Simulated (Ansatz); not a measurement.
# FH6N3Sn: basis-set convergence

One table from this session's results is given with a row withheld; the runs are named, their logs left out.

The runs use Ansatz 0.2.0, Gaussian basis; one geometry, several basis sets.

Plan: PBE0-D4/def2-SVP; ωB97M-V/def2-SVP; PBE0-D4/def2-QZVPP; ωB97M-V/def2-QZVPP; the functionals' def2-TZVPP values are taken from earlier runs.

## The geometry

An earlier PBE0-D4 in a triple-zeta def2 set relaxation fixed the geometry. Sn takes the def2 core potential; no spin-orbit term is included.

SMILES `[NH2][Sn]([NH2])([NH2])[F]`, 11 atoms, charge 0, spin multiplicity 1.

Atoms are counted from 1 here; the program's logs count them from 0.

Bond lengths: N1–Sn2 2.002 Å, N1–H6 1.012 Å, N1–H7 1.012 Å, Sn2–N3 2.002 Å, Sn2–N4 2.002 Å, Sn2–F5 1.937 Å, N3–H8 1.012 Å, N3–H9 1.012 Å, N4–H10 1.012 Å, N4–H11 1.012 Å. Angles: Sn2–N1–H6 113.6°, Sn2–N1–H7 112.6°, H6–N1–H7 108.3°, N1–Sn2–N3 110.7°, N1–Sn2–N4 110.8°, N1–Sn2–F5 108.2°, N3–Sn2–N4 110.7°, N3–Sn2–F5 108.3°, N4–Sn2–F5 108.1°, Sn2–N3–H8 112.6°, Sn2–N3–H9 113.6°, H8–N3–H9 108.3°, Sn2–N4–H10 113.6°, Sn2–N4–H11 112.6°, H10–N4–H11 108.3°.

Set-up of the first run:

Input file in.yaml:

```yaml
crystal:
  periodic: [false, false, false]
  atoms:
    - {symbol: N, position_ang: [-1.768225, 0.562061, -0.545074]}
    - {symbol: Sn, position_ang: [0.110427, 0.200486, 0.045663]}
    - {symbol: N, position_ang: [0.125022, -0.881125, 1.730576]}
    - {symbol: N, position_ang: [1.142552, -0.725767, -1.398595]}
    - {symbol: F, position_ang: [0.969818, 1.898733, 0.406938]}
    - {symbol: H, position_ang: [-1.912955, 1.504950, -0.882235]}
    - {symbol: H, position_ang: [-2.447600, 0.375926, 0.181526]}
    - {symbol: H, position_ang: [0.830238, -1.606904, 1.721055]}
    - {symbol: H, position_ang: [0.250492, -0.326498, 2.567431]}
    - {symbol: H, position_ang: [2.086003, -0.377362, -1.509155]}
    - {symbol: H, position_ang: [0.679626, -0.681501, -2.297429]}
basis:
  gaussian: {orbitals: def2-SVP}
hamiltonian: {xc: pbe0, dispersion: d4}
output: {orbitals: {seedname: orbitals}}
```

Launch:

```bash
ansatz run in.yaml --threads 4 --pin off --events-out ev --progress --plain --max-ram 10444MiB
```

Among the steps run: PBE0-D4 in def2-SVP; ωB97M-V in def2-SVP; PBE0-D4 in def2-QZVPP; ωB97M-V in def2-QZVPP.

One of the session's tables, all rows but one given; the rest of the session is left out.

It belongs to the step «Functionals by basis». 

| functional | basis | HOMO (eV) |
| --- | --- | --- |
| PBE0-D4 | def2-SVP | -7.47 |
| PBE0-D4 | def2-TZVPP | ? |
| PBE0-D4 | def2-QZVPP | -7.84 |
| ωB97M-V | def2-SVP | -9.86 |
| ωB97M-V | def2-TZVPP | -10.19 |
| ωB97M-V | def2-QZVPP | -10.24 |

**Question.** Estimate the row for PBE0-D4, def2-TZVPP.

**Answer.** HOMO (eV): -7.78. In the column «HOMO (eV)» it lies between PBE0-D4, def2-QZVPP (-7.84) and PBE0-D4, def2-SVP (-7.47).
